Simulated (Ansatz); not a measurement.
**GdN (rocksalt): zero-pressure volume and bulk modulus with r²SCAN + D4**

An exercise on one series of results from a longer session: the logs are not shown, and one member is left open.

Program: Ansatz 0.2.0. Level of theory: DFT r²SCAN + D4 with U = 4 eV on Gd 4f, scalar-relativistic, plane waves, PAW. These are calculated values, not measurements.

2 further runs of the same task are left out: 2 set aside as unsound or not needed.

**The system as given**

It takes space group Fm-3m (No. 225, cubic). Conventional cell: a = 4.999 Å, b = 4.999 Å, c = 4.999 Å, α = 90.00°, β = 90.00°, γ = 90.00°. Around Gd (site symmetry m-3m) lie 6 N at 2.50 Å. N (site symmetry m-3m) has 6 Gd at 2.50 Å as nearest neighbours.

Coordinates:

```
Gd N
1.0
     0.00000    2.49950    2.49950
     2.49950    0.00000    2.49950
     2.49950    2.49950    0.00000
Gd N
1 1
Direct
  0.50000 0.50000 0.50000
  0.00000 0.00000 0.00000
```

An earlier run on this cell at PBE+U (U_eff = 6 eV on Gd 4f) gave 0.30 GPa at 15.616 Å³/atom (8×8×8 mesh), no gap, moments in the atoms' spheres Gd 6.94; N -0.14 μB.

Set-up of the first run:

input.yaml reads:

```yaml
crystal:
  lattice:
    - [0.0, 2.4994985661, 2.4994985661]
    - [2.4994985661, 0.0, 2.4994985661]
    - [2.4994985661, 2.4994985661, 0.0]
  atoms:
    - { symbol: Gd, position: [0.5, 0.5, 0.5], spin: 7.63 }
    - { symbol: "N", position: [0.0, 0.0, 0.0] }
basis:
  ecutwfc: 500
  ecutrho_ratio: 4
kpoints:
  mp_grid: { grid: [8, 8, 8] }
hamiltonian:
  xc: r2scan
  dispersion: d4
  hubbard: { sites: [{ species: Gd, l: f, u_eff: 4.0 }] }
scf:
  occupations: { method: gaussian, width: 0.05 }
  lower_state_search: "off"
output:
  forces: true
  stress: true
  eigenvalues: true
  populations: true
  hubbard: { sites: [{ species: Gd, l: f }] }
magnetization:
  spin_polarized: true
checkpoint:
  read: start.run
  write: ck
  compress: false
  write_wavefunctions: false
  write_every: 100000
```

start.run holds the state of a PBE+U run on this cell.

Started as:

```bash
$ ansatz run input.yaml --threads 4 --pin off --max-ram 6144MiB --backend cpu --events-out ev --progress --plain --runs-dir out
```

Among the steps run: At the given cell; Stepping to 15.351 Å³/atom; Stepping to 15.365 Å³/atom; Volume × 0.98 of the new zero; Volume × 1.02 of the new zero; Volume × 0.96 of the new zero; Volume × 1.04 of the new zero.

One of the session's tables, all rows but one given; the rest of the session is left out.

It belongs to the step «Energy and pressure against volume». 

| volume (Å³/atom) | energy (meV/atom) | pressure (GPa) |
| --- | --- | --- |
| 14.750 | 13.42 | 7.22 |
| 15.058 | 3.25 | 3.43 |
| 15.365 | 0.00 | 0.00 |
| 15.672 | ? | ? |
| 15.980 | 11.68 | -5.88 |

**Question.** Estimate the row for volume (Å³/atom) = 15.672.

Worked estimate for «energy (meV/atom)». A straight line through the neighbours (15.365, 0.00) and (15.980, 11.68) gives 0.00 + (11.68 − 0.00) × (15.672 − 15.365) / (15.980 − 15.365) = 5.83; a parabola fitted to 3 rows on both sides gives 2.80.

As computed: energy (meV/atom): 3.02; pressure (GPa): -3.09. In «energy (meV/atom)» the line misses by +2.81 and the parabola by -0.22.

To keep in mind: Warnings in the runs' records: filled band counts differ across k points, stability check not made.
